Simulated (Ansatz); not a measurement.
A nudged elastic band was laid between two geometries of a periodic cell of 31 atoms, Al (host Al, host structure fcc, one Al atom removed).

The calculation used Ansatz 0.2.0, DFT PBE, scalar-relativistic, plane waves, PAW. Settings: PAW set soft_1, cutoff 420 eV, k mesh 3x3x3, gaussian smearing 0.15 eV, no spin polarisation.

| Quantity | Value |
| --- | --- |
| movable images | 5 |
| climbing image | yes |
| spring | 5.0 eV/Å² |
| optimiser | quadratic models (default) |
| start path | straight line |
| force threshold | 0.05 eV/Å |
| iteration limit | 48 |
| end points | relaxed |

Image 0:

```xyz
31
Lattice="8.1000 0.0000 0.0000 0.0000 8.1000 0.0000 0.0000 0.0000 8.1000" Properties=species:S:1:pos:R:3
Al 6.063 2.005 -0.006
Al 6.064 -0.002 2.003
Al 0.006 -0.003 -0.005
Al 2.047 2.005 -0.005
Al 4.055 4.047 -0.004
Al 6.065 6.090 -0.005
Al 2.048 -0.003 2.003
Al 4.055 2.005 2.003
Al 6.088 4.047 2.027
Al 4.055 -0.004 4.045
Al 6.087 2.030 4.045
Al 6.063 -0.003 6.087
Al 0.005 4.048 -0.004
Al 2.048 6.089 -0.005
Al 0.005 2.029 2.027
Al 2.023 4.047 2.029
Al 4.057 6.089 2.003
Al 0.005 -0.003 4.045
Al 2.022 2.029 4.046
Al 4.055 4.047 4.046
Al 6.088 6.064 4.045
Al 2.047 -0.002 6.087
Al 4.055 2.004 6.088
Al 6.087 4.048 6.063
Al 0.006 6.065 2.028
Al 0.005 4.047 4.045
Al 2.024 6.065 4.046
Al 0.003 2.029 6.063
Al 2.023 4.046 6.064
Al 4.056 6.089 6.088
Al 0.005 6.065 6.063
```

Image 6:

Only the atoms that move by more than 0.05 Å are listed.
```
Al4 4.028 0.022 0.000
```

**Question.** What changes between the two ends?

**Answer.** The atom that moves furthest is Al4, by 2.80 Å.

**Question.** What energy profile does the band end with?

**Answer.** The run converged. The highest image is number 3 of 0 to 6, 0.67 eV above the first end and 0.67 eV above the last; the last end lies 0.00 eV above the first. By the program's own check the climbing image is a first-order saddle point (lowest curvatures found: -1.48 and 0.68 eV/Å²). Limits of this set-up: coarse k mesh.

```
image  path coordinate (Å)  energy (eV)
    0                 0.00         0.00
    1                 0.49         0.17
    2                 0.98         0.51
    3                 1.47         0.67
    4                 1.97         0.51
    5                 2.46         0.18
    6                 2.95         0.00
```

**Question.** What is the geometry of the highest image?

**Answer.** 
```xyz
31
Lattice="8.1000 0.0000 0.0000 0.0000 8.1000 0.0000 0.0000 0.0000 8.1000" Properties=species:S:1:pos:R:3
Al 6.022 1.990 -0.002
Al 6.049 -0.012 1.986
Al 0.058 0.032 -0.002
Al 3.040 1.011 -0.002
Al 4.019 3.993 -0.002
Al 6.067 6.084 -0.002
Al 1.978 -0.052 2.172
Al 4.103 2.074 2.172
Al 6.087 4.057 2.028
Al 4.074 -0.023 4.048
Al 6.149 2.031 4.048
Al 6.049 -0.012 6.109
Al 0.013 4.038 -0.002
Al 2.061 6.129 -0.002
Al 0.032 2.035 1.986
Al 2.017 4.020 1.986
Al 4.064 6.103 1.986
Al -0.068 -0.009 4.048
Al 2.006 2.045 4.048
Al 4.060 4.120 4.048
Al 6.078 6.073 4.048
Al 1.978 -0.052 5.923
Al 4.103 2.074 5.923
Al 6.087 4.057 6.067
Al -0.006 6.065 2.028
Al 0.002 4.049 4.048
Al 2.020 6.002 4.048
Al 0.032 2.035 6.109
Al 2.017 4.020 6.109
Al 4.064 6.103 6.109
Al -0.006 6.065 6.067
```

The run took 8.7 min on 4 threads of Arm Neoverse V2 (shared host), peak memory 4 GiB.
